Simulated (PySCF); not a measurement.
# C5H6F2: the cost of one run

Computed with PySCF 2.14.0, with density-fitted response routines of our own, on a single molecule in the gas phase. Atoms count from 0, in the outputs and in this text.

### 1 Starting geometry

13 atoms, charge 0, multiplicity 1; geometry from: GFN2-xTB. The atoms were then displaced at random by about 0.01 Å, so the start is not that level's minimum.

Bonds of the start (Å): C0–C1 1.29, C1–C2 1.50, C2–F3 1.39, C2–C4 1.52, C4–C5 1.31, C4–F6 1.36, C0–H7 1.06, C0–H8 1.11, C1–H9 1.08, C2–H10 1.09, C5–H11 1.09, C5–H12 1.07.

### 2 Optimising the geometry at PBE0-D3(BJ)/def2-SVP

What the job is given:

```
{"job": {"xc": "PBE0", "basis": "def2-SVP", "d3": "d3bj", "grid": 1, "shake": 0.01, "kind": "geom"}, "charge": 0, "multiplicity": 1}
C     -2.156940     0.057960     0.328370
C     -1.172740    -0.500040    -0.296730
C     -0.078690     0.262760    -0.976790
F      0.363660    -0.383670    -2.121720
C      1.121360     0.365970    -0.047820
C      2.246470    -0.303250    -0.090940
F      0.910630     1.276940     0.940910
H     -2.918640    -0.486320     0.822780
H     -2.283840     1.160760     0.381680
H     -1.052700    -1.571510    -0.318680
H     -0.394380     1.268410    -1.254180
H      3.034700    -0.151850     0.642680
H      2.386940    -1.013040    -0.881140
```

Launch:

```
> OMP_NUM_THREADS=1 python probes_run.py task.json out
```

The driver reads the jobs from task.json and runs them one after another.

Q: Estimate the wall time and peak memory of this first job on 1 thread of Arm Neoverse V2, shared host.

About 57 s, with a peak of 0.5 GiB.
